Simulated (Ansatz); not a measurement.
Predict the output of the script below (Ansatz's Python interface).

Script `torsion_clf2h2nsn.py`:
```python
"""Rigid torsion scan of ClF2H2NSn."""

import warnings

import ansatz as az
from ase import Atoms

warnings.simplefilter("ignore", az.DeckWarning)

atoms = Atoms(["N", "Sn", "F", "F", "Cl", "H", "H"], positions=[
    (-0.7788, 0.6044, 0.9278),
    (0.5359, -0.2777, -0.3187),
    (1.8276, -1.2037, 0.7474),
    (-0.305, -1.5391, -1.4637),
    (1.6133, 1.337, -1.668),
    (-1.5335, 1.1183, 0.2927),
    (-1.2982, -0.1073, 1.4369),
])

# relax first, so that the scan starts from a minimum
first = (
    az.Crystal.molecule_from_ase(atoms).calculation()
    .basis(gaussian="def2-SVP")
    .functional("r2scan0")
    .accuracy("medium")
    .relax(force_tolerance=0.02, max_steps=80)
)
atoms.positions = first.run(threads=1, backend="cpu").report["positions_ang"]

start = atoms.get_dihedral(2, 1, 0, 5)
energies = {}
for turn in range(0, 360, 30):
    turned = atoms.copy()
    turned.set_dihedral(2, 1, 0, 5, start + turn, indices=[0, 5, 6])
    setup = (
        az.Crystal.molecule_from_ase(turned).calculation()
        .basis(gaussian="def2-SVP")
        .functional("r2scan0")
        .accuracy("medium")
    )
    energies[round((start + turn) % 360)] = setup.run(threads=1, backend="cpu").report["free_energy_ev"]
floor = min(energies.values())
print("dihedral F2-Sn1-N0-H5 (deg)   E - E(min) (kJ/mol)")
for angle, e in sorted(energies.items()):
    print(f"{angle:8d} {96.485332 * (e - floor):14.3f}  " + "#" * int(30 * (e - floor) / max(max(energies.values()) - floor, 1e-9)))
```

Output of `python torsion_clf2h2nsn.py`:
```text
dihedral F2-Sn1-N0-H5 (deg)   E - E(min) (kJ/mol)
       3          1.132  ########
      33          3.009  ######################
      63          4.055  ##############################
      93          2.854  #####################
     123          0.746  #####
     153          0.000
     183          0.834  ######
     213          2.029  ###############
     243          2.953  #####################
     273          3.223  #######################
     303          2.245  ################
     333          0.884  ######
```

Notes:
- The settings weren't tested for convergence.
- The scan is rigid and the energies are electronic, in a modest basis. With rigid groups the curve can differ much from the relaxed path, the start wasn't checked as a minimum of this torsion, and equivalent turns needn't return to the same energy.
- def2 sets replace the cores of elements past krypton by effective core potentials.
- Wall time of the script: 3.8 min on 1 thread of Arm Neoverse V1 (shared host), peak memory 0.32 GiB.
